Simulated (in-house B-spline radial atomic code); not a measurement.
# Ge⁸⁺: highest level by several methods

Aim: see how far minus the highest orbital energy of Ge⁸⁺ stands from its tabulated ionisation energy, method by method.

Program: in-house B-spline radial atomic code version 1. Level of theory: scalar-relativistic (X2C), several functionals, spin-polarised; spherical all-electron atom at the radial basis limit. These are calculated values, not measurements, unless marked.

## Step 1: What is computed

| Item | Value |
| --- | --- |
| element | germanium (Z = 32) |
| charge | +8 |
| electrons | 24 |
| configuration | [Ar] 3d6 |
| nucleus | Fermi, rms radius 4.074 fm |

The outer shells:

[Ar] 3d6
```
[Ar] core
3d [↑↓][↑ ][↑ ][↑ ][↑ ]
```

Where spins are not typed, each open shell is filled with up spins first.

## Step 2: LDA (PW92)

Settings, as recorded:

```ini
Z = 32
electrons = 24.0
configuration = [Ar] 3d6
hamiltonian = x2c
method = lda,pw
spin_polarised = True
nucleus = fermi
rms_radius = 4.0742
mass_number = 74
atomic_mass = 73.92117776
speed_of_light = 137.035999084
```

Main fields of the result record, rounded:

```text
{
  "status": "converged",
  "scf [iteration, energy, orbital gradient]": [
    [1, -2046.9401946, 1.28],
    [2, -2064.83922798, 0.816],
    [3, -2071.4963481, 0.228],
    [4, -2072.05957473, 0.0523],
    [5, -2072.0808215, 0.0313],
    [6, -2072.09238511, 0.00129],
    [7, -2072.09240102, 3.44e-05],
    [8, -2072.09240102, 1.1e-06],
    [9, -2072.09240102, 5.89e-08]
  ],
  "energy [hartree]": {"total": -2072.09240102, "kinetic": 2115.7474417, "nuclear": -4845.07505574, "coulomb": 728.405741453, "xc": -71.1705284388},
  "orbitals [hartree, bohr; first row names the columns]": [
    ["name", "occ", "eps", "<r>", "<r^2>", "<1/r>", "r_max"],
    ["1s up", 1.0, -408.3875, 0.046689, 0.0029455, 32.974, 0.030335],
    ["1s down", 1.0, -408.38491, 0.046688, 0.0029454, 32.974, 0.030335],
    ["2s up", 1.0, -57.194499, 0.21013, 0.052129, 7.1974, 0.17639],
    ["2s down", 1.0, -57.032814, 0.20981, 0.051967, 7.2101, 0.17622],
    ["2p up", 3.0, -50.887032, 0.18382, 0.041407, 6.9693, 0.14117],
    ["2p down", 3.0, -50.7628, 0.18346, 0.041235, 6.9805, 0.14101],
    ["3s up", 1.0, -12.494007, 0.59866, 0.41073, 2.4093, 0.53283],
    ["3s down", 1.0, -12.251796, 0.60146, 0.41471, 2.3945, 0.534],
    ["3p up", 3.0, -10.532221, 0.60689, 0.42865, 2.2698, 0.52848],
    ["3p down", 3.0, -10.29244, 0.61074, 0.43433, 2.2531, 0.53009],
    ["3d up", 5.0, -7.3214742, 0.60443, 0.4396, 2.0465, 0.4669],
    ["3d down", 1.0, -7.069873, 0.61247, 0.45263, 2.0264, 0.47033]
  ],
  "sum_r [bohr^k]": {"-1": 152.8365, "1": 10.10282, "2": 6.422937},
  "radius_at_0.001 [bohr]": 1.856,
  "radius_enclosing [bohr]": {"0.5": 0.3763, "0.9": 0.8178, "0.99": 1.245},
  "slater [hartree]": {
    "F0(3p up,3p up)": 1.4848,
    "F2(3p up,3p up)": 0.74747,
    "F0(3p up,3p down)": 1.4803,
    "F2(3p up,3p down)": 0.74513,
    "F0(3p up,3d up)": 1.4872,
    "F2(3p up,3d up)": 0.72168,
    "G1(3p up,3d up)": 0.86047,
    "G3(3p up,3d up)": 0.54097,
    "F0(3p up,3d down)": 1.4782,
    "F2(3p up,3d down)": 0.7167,
    "F0(3p down,3p down)": 1.4757,
    "F2(3p down,3p down)": 0.74285,
    "F0(3p down,3d up)": 1.4825,
    "F2(3p down,3d up)": 0.71924,
    "F0(3p down,3d down)": 1.4736,
    "F2(3p down,3d down)": 0.71434,
    "G1(3p down,3d down)": 0.85478,
    "G3(3p down,3d down)": 0.53584,
    "F0(3d up,3d up)": 1.5068,
    "F2(3d up,3d up)": 0.73776,
    "F4(3d up,3d up)": 0.4677,
    "F0(3d up,3d down)": 1.4972,
    "F2(3d up,3d down)": 0.73163,
    "F4(3d up,3d down)": 0.46348,
    "F0(3d down,3d down)": 1.4878,
    "F2(3d down,3d down)": 0.72568,
    "F4(3d down,3d down)": 0.45941
  },
  "ionisation_energy [hartree]": 7.66842661
}
```

Wall time 0.23 s (1 thread, shared host).

The run also solves the next ion with the same method; the record keeps the difference, ionisation_energy. radius_at_0.001 is where the density falls to 0.001 electrons per bohr³.

Radial density 4πr²n(r) and radial functions P(r) = rR(r):

| r (bohr) | 4πr²n | 3p down | 3d down |
| --- | --- | --- | --- |
| 0.00297 | 2.752 | 0.0041 | 0.0000 |
| 0.00420 | 4.838 | 0.0077 | 0.0000 |
| 0.00594 | 8.257 | 0.0145 | 0.0001 |
| 0.00840 | 13.50 | 0.0269 | 0.0003 |
| 0.0119 | 20.82 | 0.0498 | 0.0008 |
| 0.0168 | 29.33 | 0.0898 | 0.0022 |
| 0.0237 | 36.70 | 0.1570 | 0.0056 |
| 0.0336 | 39.37 | 0.2651 | 0.0142 |
| 0.0475 | 35.87 | 0.4180 | 0.0346 |
| 0.0671 | 31.89 | 0.5991 | 0.0802 |
| 0.0949 | 36.36 | 0.7420 | 0.1747 |
| 0.134 | 45.15 | 0.7121 | 0.3473 |
| 0.190 | 40.35 | 0.3519 | 0.6204 |
| 0.268 | 24.87 | -0.3415 | 0.9512 |
| 0.379 | 22.69 | -1.0858 | 1.2207 |
| 0.536 | 25.84 | -1.3932 | 1.2558 |
| 0.758 | 15.20 | -1.0812 | 0.9906 |
| 1.07 | 3.763 | -0.5106 | 0.5613 |
| 1.52 | 0.3156 | -0.1258 | 0.1960 |
| 2.14 | 0.007714 | -0.0138 | 0.0363 |

On the record's full grid the radial density has clear maxima near r = 0.034, 0.16, 0.54 bohr.

## Step 3: LDA (VWN5)

Changes to the settings of step 2:

```diff
@@ -4,3 +4,3 @@
 hamiltonian = x2c
-method = lda,pw
+method = lda,vwn
 spin_polarised = True
```

From the record:

```text
{
  "status": "converged",
  "iterations": 9,
  "energy [hartree]": {"total": -2072.10360659, "kinetic": 2115.7479742, "nuclear": -4845.07674774, "coulomb": 728.406970584, "xc": -71.1818036362},
  "orbitals [hartree, bohr; first row names the columns]": [
    ["name", "occ", "eps", "<r>"],
    ["1s up", 1.0, -408.38775, 0.046689],
    ["1s down", 1.0, -408.38516, 0.046688],
    ["2s up", 1.0, -57.194889, 0.21013],
    ["2s down", 1.0, -57.033249, 0.20981],
    ["2p up", 3.0, -50.887413, 0.18382],
    ["2p down", 3.0, -50.763216, 0.18346],
    ["3s up", 1.0, -12.494483, 0.59866],
    ["3s down", 1.0, -12.252246, 0.60145],
    ["3p up", 3.0, -10.532696, 0.60689],
    ["3p down", 3.0, -10.29288, 0.61073],
    ["3d up", 5.0, -7.3219455, 0.60443],
    ["3d down", 1.0, -7.0703013, 0.61245]
  ],
  "sum_r [bohr^k]": {"-1": 152.8365, "1": 10.10277, "2": 6.42286},
  "ionisation_energy [hartree]": 7.66886517
}
```

Run time: 0.37 s. Hardware: 1 thread, shared host.

## Step 4: PW91, a GGA

Changes to the settings of step 3:

```diff
@@ -4,3 +4,3 @@
 hamiltonian = x2c
-method = lda,vwn
+method = pw91,pw91
 spin_polarised = True
```

From the record:

```text
{
  "status": "converged",
  "iterations": 9,
  "energy [hartree]": {"total": -2075.62392444, "kinetic": 2120.21129082, "nuclear": -4849.90659897, "coulomb": 728.836476723, "xc": -74.7650930197},
  "orbitals [hartree, bohr; first row names the columns]": [
    ["name", "occ", "eps", "<r>"],
    ["1s up", 1.0, -409.21769, 0.04662],
    ["1s down", 1.0, -409.21729, 0.04662],
    ["2s up", 1.0, -57.292726, 0.20978],
    ["2s down", 1.0, -57.137452, 0.20943],
    ["2p up", 3.0, -50.927885, 0.18365],
    ["2p down", 3.0, -50.811207, 0.18327],
    ["3s up", 1.0, -12.529034, 0.59757],
    ["3s down", 1.0, -12.27975, 0.60035],
    ["3p up", 3.0, -10.549041, 0.60628],
    ["3p down", 3.0, -10.301447, 0.61019],
    ["3d up", 5.0, -7.3210624, 0.6047],
    ["3d down", 1.0, -7.0608483, 0.61311]
  ],
  "sum_r [bohr^k]": {"-1": 152.9936, "1": 10.09713, "2": 6.415709},
  "ionisation_energy [hartree]": 7.65856103
}
```

It took 0.25 s on 1 thread, shared host.

## Step 5: M06-L, a meta-GGA

Changes to the settings of step 4:

```diff
@@ -4,3 +4,3 @@
 hamiltonian = x2c
-method = pw91,pw91
+method = m06l
 spin_polarised = True
```

From the record:

```text
{
  "status": "converged",
  "warnings": ["states collapsed into the nucleus by a negative tau potential were left out of the aufbau", "the next ion did not converge"],
  "iterations": 19,
  "energy [hartree]": {"total": -2075.49466504, "kinetic": 2120.05595648, "nuclear": -4849.85715769, "coulomb": 728.999448972, "xc": -74.6929128031},
  "orbitals [hartree, bohr; first row names the columns]": [
    ["name", "occ", "eps", "<r>"],
    ["1s up", 1.0, -410.13794, 0.046628],
    ["1s down", 1.0, -410.13658, 0.046627],
    ["2s up", 1.0, -57.832135, 0.20928],
    ["2s down", 1.0, -57.624017, 0.20872],
    ["2p up", 3.0, -51.269775, 0.18367],
    ["2p down", 3.0, -51.115931, 0.18309],
    ["3s up", 1.0, -12.794258, 0.59437],
    ["3s down", 1.0, -12.458821, 0.59896],
    ["3p up", 3.0, -10.71594, 0.60404],
    ["3p down", 3.0, -10.37908, 0.61064],
    ["3d up", 5.0, -7.3706143, 0.60287],
    ["3d down", 1.0, -7.0131168, 0.61736]
  ],
  "sum_r [bohr^k]": {"-1": 152.9926, "1": 10.08064, "2": 6.375726}
}
```

It took 2.5 s on 1 thread, shared host.

Meta-GGA runs start from a PBE run whose iterations are not counted.

## Step 6: revTPSS, a meta-GGA

Changes to the settings of step 5:

```diff
@@ -4,3 +4,3 @@
 hamiltonian = x2c
-method = m06l
+method = revtpss,revtpss
 spin_polarised = True
```

From the record:

```text
{
  "status": "converged",
  "iterations": 8,
  "energy [hartree]": {"total": -2074.99000413, "kinetic": 2119.52538673, "nuclear": -4848.89110145, "coulomb": 728.492097375, "xc": -74.1163867888},
  "orbitals [hartree, bohr; first row names the columns]": [
    ["name", "occ", "eps", "<r>"],
    ["1s up", 1.0, -409.84915, 0.046587],
    ["1s down", 1.0, -409.84818, 0.046586],
    ["2s up", 1.0, -57.398011, 0.20956],
    ["2s down", 1.0, -57.271485, 0.20917],
    ["2p up", 3.0, -50.925046, 0.18373],
    ["2p down", 3.0, -50.817819, 0.18333],
    ["3s up", 1.0, -12.588432, 0.59727],
    ["3s down", 1.0, -12.330962, 0.60009],
    ["3p up", 3.0, -10.571749, 0.60652],
    ["3p down", 3.0, -10.309321, 0.61067],
    ["3d up", 5.0, -7.3124494, 0.60472],
    ["3d down", 1.0, -7.0297101, 0.61389]
  ],
  "sum_r [bohr^k]": {"-1": 152.9619, "1": 10.09951, "2": 6.414753},
  "ionisation_energy [hartree]": 7.62177899
}
```

Wall time 0.36 s (1 thread, shared host).

## Step 7: BP86, a GGA

Changes to the settings of step 6:

```diff
@@ -4,3 +4,3 @@
 hamiltonian = x2c
-method = revtpss,revtpss
+method = b88,p86
 spin_polarised = True
```

From the record:

```text
{
  "status": "converged",
  "iterations": 9,
  "energy [hartree]": {"total": -2075.75921341, "kinetic": 2120.43370851, "nuclear": -4850.19006331, "coulomb": 728.904362759, "xc": -74.9072213663},
  "orbitals [hartree, bohr; first row names the columns]": [
    ["name", "occ", "eps", "<r>"],
    ["1s up", 1.0, -409.25442, 0.046615],
    ["1s down", 1.0, -409.25408, 0.046614],
    ["2s up", 1.0, -57.293109, 0.20975],
    ["2s down", 1.0, -57.140511, 0.2094],
    ["2p up", 3.0, -50.919187, 0.18365],
    ["2p down", 3.0, -50.804669, 0.18327],
    ["3s up", 1.0, -12.526887, 0.59755],
    ["3s down", 1.0, -12.283129, 0.60027],
    ["3p up", 3.0, -10.544743, 0.60626],
    ["3p down", 3.0, -10.302372, 0.61005],
    ["3d up", 5.0, -7.3152858, 0.60426],
    ["3d down", 1.0, -7.0594584, 0.61226]
  ],
  "sum_r [bohr^k]": {"-1": 153.003, "1": 10.09347, "2": 6.407095},
  "ionisation_energy [hartree]": 7.65771058
}
```

Wall time 0.23 s (1 thread, shared host).

## Step 8: r2SCAN, a meta-GGA

Changes to the settings of step 7:

```diff
@@ -4,3 +4,3 @@
 hamiltonian = x2c
-method = b88,p86
+method = r2scan
 spin_polarised = True
```

From the record:

```text
{
  "status": "converged",
  "iterations": 8,
  "energy [hartree]": {"total": -2075.4662892, "kinetic": 2120.03076174, "nuclear": -4849.73668768, "coulomb": 728.867956178, "xc": -74.6283194414},
  "orbitals [hartree, bohr; first row names the columns]": [
    ["name", "occ", "eps", "<r>"],
    ["1s up", 1.0, -410.27764, 0.046631],
    ["1s down", 1.0, -410.27815, 0.046631],
    ["2s up", 1.0, -57.751102, 0.20955],
    ["2s down", 1.0, -57.545424, 0.20905],
    ["2p up", 3.0, -51.247464, 0.1837],
    ["2p down", 3.0, -51.093819, 0.18317],
    ["3s up", 1.0, -12.741136, 0.59634],
    ["3s down", 1.0, -12.42246, 0.60041],
    ["3p up", 3.0, -10.691917, 0.60545],
    ["3p down", 3.0, -10.368843, 0.61084],
    ["3d up", 5.0, -7.3675981, 0.6036],
    ["3d down", 1.0, -7.0173487, 0.61403]
  ],
  "sum_r [bohr^k]": {"-1": 152.9873, "1": 10.09009, "2": 6.397072},
  "ionisation_energy [hartree]": 7.59992489
}
```

It took 0.36 s on 1 thread, shared host.

## Step 9: exchange-only LDA

Changes to the settings of step 8:

```diff
@@ -4,3 +4,3 @@
 hamiltonian = x2c
-method = r2scan
+method = lda,
 spin_polarised = True
```

From the record:

```text
{
  "status": "converged",
  "iterations": 9,
  "energy [hartree]": {"total": -2069.75396399, "kinetic": 2115.09035923, "nuclear": -4844.04774667, "coulomb": 728.008227038, "xc": -68.8048035877},
  "orbitals [hartree, bohr; first row names the columns]": [
    ["name", "occ", "eps", "<r>"],
    ["1s up", 1.0, -408.26662, 0.04669],
    ["1s down", 1.0, -408.26414, 0.046689],
    ["2s up", 1.0, -57.102146, 0.21016],
    ["2s down", 1.0, -56.929972, 0.20981],
    ["2p up", 3.0, -50.791593, 0.18386],
    ["2p down", 3.0, -50.659638, 0.18347],
    ["3s up", 1.0, -12.421515, 0.59897],
    ["3s down", 1.0, -12.152959, 0.60179],
    ["3p up", 3.0, -10.460215, 0.60734],
    ["3p down", 3.0, -10.194131, 0.61123],
    ["3d up", 5.0, -7.2507909, 0.60534],
    ["3d down", 1.0, -6.972637, 0.61355]
  ],
  "sum_r [bohr^k]": {"-1": 152.8043, "1": 10.11207, "2": 6.437899},
  "ionisation_energy [hartree]": 7.56735328
}
```

It took 0.21 s on 1 thread, shared host.

## Step 10: BLYP, a GGA

Changes to the settings of step 9:

```diff
@@ -4,3 +4,3 @@
 hamiltonian = x2c
-method = lda,
+method = b88,lyp
 spin_polarised = True
```

From the record:

```text
{
  "status": "converged",
  "iterations": 9,
  "energy [hartree]": {"total": -2075.58980269, "kinetic": 2120.26655083, "nuclear": -4849.87911307, "coulomb": 728.746844543, "xc": -74.7240849959},
  "orbitals [hartree, bohr; first row names the columns]": [
    ["name", "occ", "eps", "<r>"],
    ["1s up", 1.0, -409.24202, 0.046619],
    ["1s down", 1.0, -409.2416, 0.046619],
    ["2s up", 1.0, -57.284594, 0.20979],
    ["2s down", 1.0, -57.131333, 0.20945],
    ["2p up", 3.0, -50.921503, 0.18366],
    ["2p down", 3.0, -50.806208, 0.18327],
    ["3s up", 1.0, -12.513382, 0.5977],
    ["3s down", 1.0, -12.262985, 0.60053],
    ["3p up", 3.0, -10.535201, 0.60645],
    ["3p down", 3.0, -10.286788, 0.6104],
    ["3d up", 5.0, -7.3101543, 0.60508],
    ["3d down", 1.0, -7.049996, 0.6135]
  ],
  "sum_r [bohr^k]": {"-1": 152.9929, "1": 10.10094, "2": 6.423402},
  "ionisation_energy [hartree]": 7.64839022
}
```

Run time: 0.23 s. Hardware: 1 thread, shared host.

## Step 11: Results

| method | rung | total energy (hartree) | −ε highest (eV) | −ε less tabulated (eV) |
| --- | --- | --- | --- | --- |
| LDA (PW92) | LDA | -2072.0924 | 192.38 (3d down) | -20.12 |
| LDA (VWN5) | LDA | -2072.1036 | 192.39 (3d down) | -20.11 |
| exchange-only LDA | LDA | -2069.7540 | 189.74 (3d down) | -22.76 |
| PW91 | GGA | -2075.6239 | 192.14 (3d down) | -20.36 |
| BP86 | GGA | -2075.7592 | 192.10 (3d down) | -20.40 |
| BLYP | GGA | -2075.5898 | 191.84 (3d down) | -20.66 |
| M06-L | meta-GGA | -2075.4947 | 190.84 (3d down) | -21.66 |
| revTPSS | meta-GGA | -2074.9900 | 191.29 (3d down) | -21.21 |
| r2SCAN | meta-GGA | -2075.4663 | 190.95 (3d down) | -21.55 |

**Reading.** The tabulated ionisation energy is 212.5 ± 2.1 eV (tabulated theoretical; NIST Atomic Spectra Database). LDA (VWN5) comes nearest (-20.11 eV) and exchange-only LDA is farthest (-22.76 eV, 11 %). Mean absolute error by rung (exchange-only levels left out): LDA 20.11 eV, GGA 20.48 eV, meta-GGA 21.47 eV. Relativistic terms that these runs lack can be as large as the gaps between close methods, so the nearest may be so by luck. Spin-orbit coupling is left out. Open shells are averaged (over orientations, and over spins where the run is restricted), while tables refer to the lowest levels. Every semilocal functional puts the level too high: its potential dies off too fast far from the nucleus, because each electron partly repels itself. A difference of total energies usually does far better than −ε.

Members of this set that are not shown: 12 used exact exchange with fractional occupations of an open shell, which is unsound here.

What each method cost (CPU seconds, one thread, shared host; runs marked * also made radial tables):

| method | CPU time | miss (eV) |
| --- | --- | --- |
| exchange-only LDA | 0.21 s | -22.76 |
| LDA (PW92)* | 0.23 s | -20.12 |
| BP86 | 0.23 s | -20.40 |
| BLYP | 0.23 s | -20.66 |
| PW91* | 0.25 s | -20.36 |
| revTPSS | 0.36 s | -21.21 |
| r2SCAN | 0.36 s | -21.55 |
| LDA (VWN5)* | 0.37 s | -20.11 |
| M06-L* | 2.5 s | -21.66 |
